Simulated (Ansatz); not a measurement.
# CH6BFGeSi: up Jacob's ladder to CCSD(T)

Aim: compute CH6BFGeSi with functionals from several rungs and with coupled cluster. The yardstick is the atomisation energy at the CCSD(T) limit.

Program: Ansatz 0.2.0, Gaussian basis. Level of theory: functionals in def2-TZVPP, the program's frozen cores in correlated methods. These are calculated values, not measurements.

Plan: LDA (SPW92), PBE-D4, revPBE-D4, BLYP-D4, r2SCAN-D4, B97M-V, PBE0-D4, B3LYP-D4, r2SCANh-D4, r2SCAN0-D4, HSE06-D4, BHLYP-D4, CAM-B3LYP-D4, LC-ωPBE, ωB97X-V, ωB97M-V, B2PLYP, PBE-QIDH; CCSD(T)/def2-SVP; CCSD(T)/def2-TZVPP; MP2/def2-QZVPP; extrapolation to the limit; RPA on PBE.

## (1) Structure used throughout

All runs share one geometry, relaxed beforehand with PBE0-D4 in a triple-zeta def2 set.

SMILES `[F][Ge]1([SiH3])[BH][CH2]1`, 11 atoms, charge 0, spin multiplicity 1.

Atoms are counted from 1 here; the program's logs count them from 0.

Bond lengths: F1–Ge2 1.753 Å, Ge2–Si3 2.395 Å, Ge2–B4 1.970 Å, Ge2–C5 2.367 Å, Si3–H6 1.484 Å, Si3–H7 1.485 Å, Si3–H8 1.484 Å, B4–C5 1.456 Å, B4–H9 1.186 Å, C5–H10 1.092 Å, C5–H11 1.090 Å. Angles: F1–Ge2–Si3 102.5°, F1–Ge2–B4 118.0°, F1–Ge2–C5 128.4°, Si3–Ge2–B4 133.4°, Si3–Ge2–C5 98.9°, B4–Ge2–C5 37.9°, Ge2–Si3–H6 107.7°, Ge2–Si3–H7 108.7°, Ge2–Si3–H8 109.8°, H6–Si3–H7 109.9°, H6–Si3–H8 110.0°, H7–Si3–H8 110.6°, Ge2–B4–C5 86.0°, Ge2–B4–H9 129.9°, C5–B4–H9 135.0°, Ge2–C5–B4 56.1°, Ge2–C5–H10 80.8°, Ge2–C5–H11 147.2° and more.

## (2) LDA

This LDA is Slater exchange with PW92 correlation.

The input, in.yaml:

```yaml
crystal:
  periodic: [false, false, false]
  atoms:
    - {symbol: F, position_ang: [-2.098743, -1.279574, 0.590377]}
    - {symbol: Ge, position_ang: [-0.903599, -0.000264, 0.496663]}
    - {symbol: Si, position_ang: [1.074659, -1.080471, 1.306776]}
    - {symbol: B, position_ang: [-1.218420, 1.466843, -0.779727]}
    - {symbol: C, position_ang: [0.005552, 1.025530, -1.432548]}
    - {symbol: H, position_ang: [0.852686, -1.416367, 2.735259]}
    - {symbol: H, position_ang: [2.217458, -0.140971, 1.179695]}
    - {symbol: H, position_ang: [1.327194, -2.317400, 0.527165]}
    - {symbol: H, position_ang: [-2.237601, 1.948550, -1.147407]}
    - {symbol: H, position_ang: [0.933485, 0.731780, -0.938336]}
    - {symbol: H, position_ang: [0.112528, 1.005444, -2.517417]}
basis:
  gaussian: {orbitals: def2-TZVPP}
hamiltonian: {xc: lda}
output: {orbitals: {seedname: orbitals}}
```

The runs that follow: PBE-D4 (GGA); revPBE-D4 (GGA); BLYP-D4 (GGA); r2SCAN-D4 (meta-GGA); B97M-V (meta-GGA); PBE0-D4 (hybrid); B3LYP-D4 (hybrid); r2SCANh-D4 (hybrid); r2SCAN0-D4 (hybrid); HSE06-D4 (hybrid); BHLYP-D4 (hybrid); CAM-B3LYP-D4 (range-separated); LC-ωPBE (range-separated); ωB97X-V (range-separated); ωB97M-V (range-separated); B2PLYP (double hybrid); PBE-QIDH (double hybrid); CCSD(T) in def2-SVP; CCSD(T) in def2-TZVPP; MP2 in def2-QZVPP; RPA on PBE orbitals.

Q: Predict the results of all the runs planned. Wanted: atomisation energy, CCSD(T)/CBS; farthest beyond LDA; mean size of error, GGA; mean size of error, meta-GGA; mean size of error, hybrid; mean size of error, range-separated; mean size of error, double hybrid; gap, smallest and largest; T1 diagnostic.

**Answer**, as computed:

| quantity | value |
| --- | --- |
| atomisation energy, CCSD(T)/CBS | 37.938 eV |
| functionals within 0.379 eV (1.0 %) | revPBE-D4, BLYP-D4, r2SCAN-D4, PBE0-D4, B3LYP-D4, r2SCANh-D4, r2SCAN0-D4, HSE06-D4, CAM-B3LYP-D4, LC-ωPBE, ωB97X-V, ωB97M-V, PBE-QIDH |
| farthest beyond LDA | BHLYP-D4 (-1.000 eV) |
| mean size of error, GGA | 0.321 eV |
| mean size of error, meta-GGA | 0.358 eV |
| mean size of error, hybrid | 0.239 eV |
| mean size of error, range-separated | 0.142 eV |
| mean size of error, double hybrid | 0.343 eV |
| gap, smallest and largest | 3.52 eV (BLYP-D4), 9.71 eV (LC-ωPBE) |
| T1 diagnostic | 0.0136 |
| triples share of the correlation energy | 4.0 % |

**Reading.** The LDA atomisation energy is off by 5.341 eV (14 %): it overbinds. PBE-D4 misses by +0.621 eV. Double hybrids carry the basis error of their MP2 part in triple zeta, and no dispersion term here, so their miss is partly the set-up's. The rungs range-separated, hybrid, GGA, double hybrid, meta-GGA miss on average by less than the doubt on the reference (0.379 eV), so they tie. The reference freezes the cores and leaves out relativity and excitations past (T), and its outer-core shells are covered unevenly, so misses under about 0.379 eV can't be ranked. Hartree-Fock recovers 73 % of the binding; the rest is correlation. CCSD(T) in def2-SVP is off by -2.348 eV, worse than the median functional, from the basis alone. Orbital gaps span 3.5 to 9.7 eV; exact exchange widens them. Correlated methods include outer-core shells of Ge, which these sets cover unevenly.
